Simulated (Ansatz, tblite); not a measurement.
# Si(NH2)Cl3 (Cl3H2NSi): rung by rung

An exercise on one series of results from a longer session: the logs are not shown, and one member is left open.

Computed with Ansatz 0.2.0, Gaussian basis. Level: as each input shows.

The runs, in order: GFN1-xTB, GFN2-xTB, PBE-D4/def2-TZVP, r2SCAN-D4/def2-TZVP, LC-ωPBE/def2-TZVP, ωB97X-V/def2-TZVP, revPBE-D4/def2-TZVP, BHLYP-D4/def2-TZVP, BLYP-D4/def2-TZVP, r2SCANh-D4/def2-TZVP, ωB97M-V/def2-TZVP, PBE-D4/def2-SVP, PBE0-D4/def2-SVP, HF/STO-3G, HF/6-31G, B3LYP-D4/6-31G, CCSD(T)/def2-TZVPP, MP2/def2-TZVP, RPA/def2-TZVP.

## The structure

The singlet was relaxed beforehand with PBE-D4/def2-SVP.

7 atoms, charge 0, spin multiplicity 1.

Bond lengths: Si1–N2 1.711 Å, Si1–Cl5 2.061 Å, Si1–Cl6 2.061 Å, Si1–Cl7 2.075 Å, N2–H3 1.023 Å, N2–H4 1.023 Å. Angles: N2–Si1–Cl5 107.9°, N2–Si1–Cl6 108.0°, N2–Si1–Cl7 115.8°, Cl5–Si1–Cl6 111.2°, Cl5–Si1–Cl7 107.0°, Cl6–Si1–Cl7 106.9°, Si1–N2–H3 119.3°, Si1–N2–H4 119.4°, H3–N2–H4 112.1°.

PBE0-D4/def2-TZVP was run before; its log isn't repeated, and its numbers join the tables.

The first run:

Tight binding, by tblite at 300 K electronic temperature and without a spin-polarisation term:

```python
tblite.interface.Calculator('GFN1-xTB', numbers, positions, charge=0, uhf=0).singlepoint()
```

Tight binding, by tblite at 300 K electronic temperature and without a spin-polarisation term:

```python
tblite.interface.Calculator('GFN2-xTB', numbers, positions, charge=0, uhf=0).singlepoint()
```

start.molden holds the orbitals of an earlier run on this state, given as this run's starting guess.

in.yaml

```yaml
crystal:
  periodic: [false, false, false]
  atoms:
    - {symbol: Si, position_ang: [0.005738, 0.012951, -0.569232]}
    - {symbol: N, position_ang: [0.084544, 0.151173, 1.134097]}
    - {symbol: H, position_ang: [0.718648, -0.458086, 1.656335]}
    - {symbol: H, position_ang: [-0.767305, 0.360170, 1.660104]}
    - {symbol: Cl, position_ang: [1.935347, -0.021649, -1.292388]}
    - {symbol: Cl, position_ang: [-1.033314, 1.638696, -1.293554]}
    - {symbol: Cl, position_ang: [-0.943658, -1.683255, -1.295362]}
basis:
  gaussian: {orbitals: def2-TZVP, initial_orbitals: start.molden}
hamiltonian: {xc: pbe, dispersion: d4}
scf: {omitted_lower_state_checks: [starts]}
output: {orbitals: {seedname: orbitals}}
```

On the command line:

```bash
> ansatz run in.yaml --threads 4 --pin off --events-out ev --progress --plain --max-ram 3916MiB
```

Steps of the session up to this table: PBE-D4/def2-TZVP; r2SCAN-D4/def2-TZVP; LC-ωPBE/def2-TZVP; ωB97X-V/def2-TZVP; revPBE-D4/def2-TZVP; BHLYP-D4/def2-TZVP; BLYP-D4/def2-TZVP; r2SCANh-D4/def2-TZVP; ωB97M-V/def2-TZVP; PBE-D4/def2-SVP; PBE0-D4/def2-SVP; HF/STO-3G; HF/6-31G; B3LYP-D4/6-31G; CCSD(T)/def2-TZVPP; MP2/def2-TZVP; RPA/def2-TZVP.

One of the session's tables, all rows but one given; the rest of the session is left out.

It belongs to the step «Levels side by side». 

| level | HOMO (eV) | LUMO (eV) | gap (eV) |
| --- | --- | --- | --- |
| HF/STO-3G | -10.42 | 6.00 | 16.42 |
| HF/6-31G | ? | ? | ? |
| PBE-D4/def2-SVP | -6.65 | -0.73 | 5.92 |
| PBE-D4/def2-TZVP | -6.91 | -1.19 | 5.72 |
| revPBE-D4/def2-TZVP | -6.85 | -1.08 | 5.77 |
| BLYP-D4/def2-TZVP | -6.76 | -1.09 | 5.67 |
| r2SCAN-D4/def2-TZVP | -7.26 | -0.79 | 6.48 |
| r2SCANh-D4/def2-TZVP | -7.81 | -0.44 | 7.37 |
| B3LYP-D4/6-31G | -8.33 | -1.30 | 7.03 |
| PBE0-D4/def2-SVP | -8.24 | 0.25 | 8.49 |
| PBE0-D4/def2-TZVP | -8.40 | -0.18 | 8.22 |
| BHLYP-D4/def2-TZVP | -9.77 | 0.83 | 10.60 |
| LC-ωPBE/def2-TZVP | -11.28 | 2.20 | 13.48 |
| ωB97X-V/def2-TZVP | -10.87 | 2.04 | 12.92 |
| ωB97M-V/def2-TZVP | -10.73 | 1.73 | 12.46 |

**Question.** Estimate the row for HF/6-31G.

**Answer.** HOMO (eV): -12.49; LUMO (eV): 2.61; gap (eV): 15.10. In the column «HOMO (eV)» it is the lowest.
